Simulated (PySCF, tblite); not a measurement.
**C4H8BClO: geometry, infrared bands and NMR shifts**

Aim: predict the infrared bands and NMR shifts of C4H8BClO (`CO/C=C(\C)BCl`).

Computed with tblite 0.8.0 and PySCF 2.14.0, with density-fitted response routines of our own, on a single molecule in the gas phase. Atoms count from 0, in the outputs and in this text.

### 1 The starting structure

15 atoms, charge 0, multiplicity 1; geometry from: force field or distance geometry start.

Bonds of the start (Å): C0–O1 1.43, O1–C2 1.38, C2–C3 1.33, C3–C4 1.52, C3–B5 1.56, B5–Cl6 1.85, C0–H7 1.11, C0–H8 1.11, C0–H9 1.11, C2–H10 1.08, C4–H11 1.12, C4–H12 1.09, C4–H13 1.10, B5–H14 1.20.

### 2 Geometry optimisation with GFN2-xTB

Job settings and geometry (Å):

```
{"job": {"kind": "relax", "xc": "GFN2-xTB", "basis": "xTB"}, "charge": 0, "multiplicity": 1}
C      2.543600    -0.153200    -0.201300
O      1.176400    -0.526800    -0.002900
C      0.253000     0.496500    -0.080700
C     -1.021300     0.158100     0.098200
C     -1.246800    -1.312000     0.400100
B     -2.207800     1.166800     0.040500
Cl    -2.390200     2.054300    -1.571000
H      3.154200    -1.074500    -0.090800
H      2.857000     0.565600     0.587300
H      2.688900     0.232400    -1.232800
H      0.517500     1.523200    -0.298300
H     -2.250400    -1.549300    -0.040700
H     -0.515300    -1.915100    -0.135300
H     -1.219900    -1.498800     1.479900
H     -2.343400     1.840900     1.025800
```

The run is started by

```sh
OMP_NUM_THREADS=1 python probes_run.py task.json out
```

One launch serves the whole session: the jobs run in the order shown.

**Question.** This job is followed by: GFN2-xTB harmonic vibrations, gas phase; GIAO PBE0/pcSseg-1 NMR shielding, non-relativistic, gas phase. What will the session give for the following? strongest single infrared mode (GFN2-xTB); zero-point energy (GFN2-xTB); 13C shifts against TMS (PBE0/pcSseg-1); 1H shifts against TMS (PBE0/pcSseg-1, means over atoms taken as alike); 17O shifts against H2O (PBE0/pcSseg-1); 11B shifts against BF3·OEt2 (PBE0/pcSseg-1); 35Cl shifts against HCl (PBE0/pcSseg-1).

The runs gave:

| quantity | value |
| --- | --- |
| strongest single infrared mode (GFN2-xTB) | 1215 cm⁻¹, 420 km/mol |
| zero-point energy (GFN2-xTB) | 71.5 kcal/mol |
| 13C shifts against TMS (PBE0/pcSseg-1) | 174.7, 124.6, 60.7, 15.5 ppm |
| 1H shifts against TMS (PBE0/pcSseg-1, means over atoms taken as alike) | 7.61, 6.46, 4.02, 1.96 ppm |
| 17O shifts against H2O (PBE0/pcSseg-1) | 137.1 ppm |
| 11B shifts against BF3·OEt2 (PBE0/pcSseg-1) | 57.9 ppm |
| 35Cl shifts against HCl (PBE0/pcSseg-1) | 180 ppm |

What this shows: Over 81 steps the energy fell by 1.079 eV; of the close pairs, B5–Cl6 changed most, 1.849 to 1.711 Å. The lowest mode is imaginary (25i cm⁻¹), so the xTB geometry is not a minimum. The strongest single mode, at 1215 cm⁻¹, is spread over many atoms; the largest shares are those of O1, C2. GFN2-xTB is a fitted tight-binding method: band positions and strengths are rough. Its intensities can rank the bands wrongly. The most deshielded carbon is C2 (alkene carbon bearing oxygen), at 174.7 ppm: an sp2 carbon further deshielded by the attached heteroatom. H10 (hydrogen on an alkene carbon bearing oxygen) lies farthest downfield among hydrogen, at 7.61 ppm; olefinic region. At PBE0/pcSseg-1: The largest span, 641 ppm, is at Cl6, where the paramagnetic term is -379 ppm.
